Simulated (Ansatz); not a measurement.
# AlBrH₃NOSi: small, medium and large basis sets

The task here is to estimate one member of a computed series from the others.

The runs use Ansatz 0.2.0, Gaussian basis; one geometry, several basis sets.

The runs, in order: PBE0-D4/def2-SVP; ωB97M-V/def2-SVP; PBE0-D4/def2-QZVPP; ωB97M-V/def2-QZVPP; the functionals' def2-TZVPP values are taken from earlier runs.

### The geometry

All runs share one geometry, relaxed beforehand with PBE0-D4 in a triple-zeta def2 set.

SMILES `N[Si]1(Br)[O][AlH]1`, 8 atoms, charge 0, spin multiplicity 1.

Atoms are counted from 1 here; the program's logs count them from 0.

Bond lengths: N1–Si2 1.691 Å, N1–H6 1.006 Å, N1–H7 1.005 Å, Si2–Br3 2.233 Å, Si2–O4 1.659 Å, Si2–Al5 2.278 Å, O4–Al5 1.755 Å, Al5–H8 1.582 Å. Angles: Si2–N1–H6 122.7°, Si2–N1–H7 122.3°, H6–N1–H7 113.8°, N1–Si2–Br3 103.2°, N1–Si2–O4 115.8°, N1–Si2–Al5 133.6°, Br3–Si2–O4 115.0°, Br3–Si2–Al5 123.0°, O4–Si2–Al5 50.0°, Si2–O4–Al5 83.7°, Si2–Al5–O4 46.4°, Si2–Al5–H8 175.5°, O4–Al5–H8 129.2°.

Set-up of the first run:

Input file in.yaml:

```yaml
crystal:
  periodic: [false, false, false]
  atoms:
    - {symbol: N, position_ang: [-0.477810, 0.730436, 1.391545]}
    - {symbol: Si, position_ang: [0.376186, -0.084464, 0.180699]}
    - {symbol: Br, position_ang: [2.121282, -0.943785, 1.277097]}
    - {symbol: O, position_ang: [-0.499214, -1.176244, -0.711090]}
    - {symbol: Al, position_ang: [0.119014, -0.262989, -2.076154]}
    - {symbol: H, position_ang: [-1.327425, 1.237223, 1.209361]}
    - {symbol: H, position_ang: [-0.079185, 0.919451, 2.295018]}
    - {symbol: H, position_ang: [-0.140747, -0.476728, -3.622174]}
basis:
  gaussian: {orbitals: def2-SVP}
hamiltonian: {xc: pbe0, dispersion: d4}
output: {orbitals: {seedname: orbitals}}
```

Command:

```sh
ansatz run in.yaml --threads 4 --pin off --events-out ev --progress --plain --max-ram 10444MiB
```

Steps of the session up to this table: PBE0-D4 in def2-SVP; ωB97M-V in def2-SVP; PBE0-D4 in def2-QZVPP; ωB97M-V in def2-QZVPP.

One table of the session follows, with a row left open; its other results are not shown here.

It belongs to the step «Functionals by basis». 

```
functional       basis  HOMO (eV)  LUMO (eV)
   PBE0-D4    def2-SVP      -6.12      -1.44
   PBE0-D4  def2-TZVPP      -6.21      -1.58
   PBE0-D4  def2-QZVPP      -6.25      -1.64
   ωB97M-V    def2-SVP          ?          ?
   ωB97M-V  def2-TZVPP      -8.18       0.08
   ωB97M-V  def2-QZVPP      -8.22      -0.12
```

Estimate the missing values for ωB97M-V, def2-SVP.

**Answer.** HOMO (eV): -8.07; LUMO (eV): 0.31. In the column «HOMO (eV)» it lies between ωB97M-V, def2-TZVPP (-8.18) and PBE0-D4, def2-QZVPP (-6.25).
